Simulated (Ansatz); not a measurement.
# GaSiO+ (quintet): correlated methods under varied settings

The task here is to estimate one member of a computed series from the others.

Computed with Ansatz 0.2.0, Gaussian basis. Level: the settings change from run to run.

47 further runs of the same task are left out: 7 for a known fault of the program, 29 that didn't finish, 11 set aside as unsound or not needed.

### The geometry

The geometry is a PBE0/def2-TZVP stationary point (not a proven minimum) of the parent state, kept for this charge and spin. No spin-orbit coupling is included. The filled d shell of Ga may be among the frozen orbitals whatever the setting's name suggests; the logs give the count.

3 atoms, charge 1, spin multiplicity 5.

Atoms are counted from 1 here; the program's logs count them from 0.

Bond lengths: O1–Ga2 1.670 Å, Ga2–Si3 2.328 Å. Angles: O1–Ga2–Si3 180.0°.

Set-up of the first run:

Input file in.yaml:

```yaml
crystal:
  periodic: [false, false, false]
  atoms:
    - {symbol: O, position_ang: [0.000000, 0.000000, -1.889360]}
    - {symbol: Ga, position_ang: [0.000000, 0.000000, -0.219260]}
    - {symbol: Si, position_ang: [0.000000, 0.000000, 2.108620]}
basis:
  gaussian: {orbitals: cc-pVDZ}
total_charge: 1
magnetization: {spin_polarized: true, initial_magnetization: 4}
correlation: {method: mp2, electrons: outside_noble_gas}
```

Run with:

```bash
> ansatz run in.yaml --threads 1 --pin off --events-out ev --progress --plain --max-ram 2393MiB
```

Steps of the session up to this table: MP2 on UHF/cc-pVDZ; CCSD(T) on ROHF/def2-SVP; CASSCF(6,5)/cc-pVDZ; BCCD on ROHF/cc-pVDZ; NEVPT2(4,9)/cc-pVDZ.

One of the session's tables, all rows but one given; the rest of the session is left out.

| level | from UCCSDT(Q) (meV) |
| --- | --- |
| MP2 on UHF/cc-pVDZ | 1105.7 |
| CCSD(T) on ROHF/def2-SVP |  |
| CASSCF(6,5)/cc-pVDZ | 7162.5 |
| BCCD on ROHF/cc-pVDZ | ? |
| NEVPT2(4,9)/cc-pVDZ | 1103.2 |

Estimate the missing values for BCCD on ROHF/cc-pVDZ.

As computed: from UCCSDT(Q) (meV): 304.2. In the column «from UCCSDT(Q) (meV)» it is the lowest.

Limits of these values: Hartree-Fock, CASSCF and CASCI lack dynamic correlation by design.
